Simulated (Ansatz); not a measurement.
# InSb: the cost of one run

Method: DFT PBEsol, frozen-core PAW and all-electron LAPW, scalar-relativistic unless said, in Ansatz 0.2.0.

**1. The system as given**

Symmetry: F-43m, No. 216, cubic system. Conventional cell: a = 6.478 Å, b = 6.478 Å, c = 6.478 Å, α = 90.00°, β = 90.00°, γ = 90.00°. Around In (site symmetry -43m) lie 4 Sb at 2.81 Å. Around Sb (site symmetry -43m) lie 4 In at 2.81 Å.

Structure file:

```
CELL_PARAMETERS angstrom
0.00000 3.23910 3.23910
3.23910 0.00000 3.23910
3.23910 3.23910 0.00000
ATOMIC_POSITIONS crystal
In 0.00000 0.00000 0.00000
Sb 0.75000 0.75000 0.75000
```

Cartesian axes are those of the input's lattice vectors. The structure goes back to a database entry.

**2. Cell and atoms relaxed, PAW**

Input file input.yaml:

```yaml
crystal:
  lattice:
    - [0.0, 3.2391, 3.2391]
    - [3.2391, 0.0, 3.2391]
    - [3.2391, 3.2391, 0.0]
  atoms:
    - { symbol: In, position: [0.0, 0.0, 0.0] }
    - { symbol: Sb, position: [0.75, 0.75, 0.75] }
kpoints:
  mp_grid: { grid: [8, 8, 8] }
scf:
  occupations: { method: fermi_dirac, width: 0.1 }
hamiltonian:
  xc: pbesol
  pseudopotentials: { kind: paw }
relax:
  f_tol: 0.002
  max_steps: 80
  cell: {}
output:
  forces: true
  stress: true
  write_density: true
  write_potential: true
  elf: true
  volumetric_format: npy
```

Run with:

```
$ ansatz run input.yaml --threads 1 --pin off --max-ram 3072MiB --backend cpu --events-out ev --progress --plain --runs-dir out
```

Q: Estimate wall time and peak memory on 1 thread of Arm Neoverse V1, shared host.

About 14 s, with a peak of 0.37 GiB.
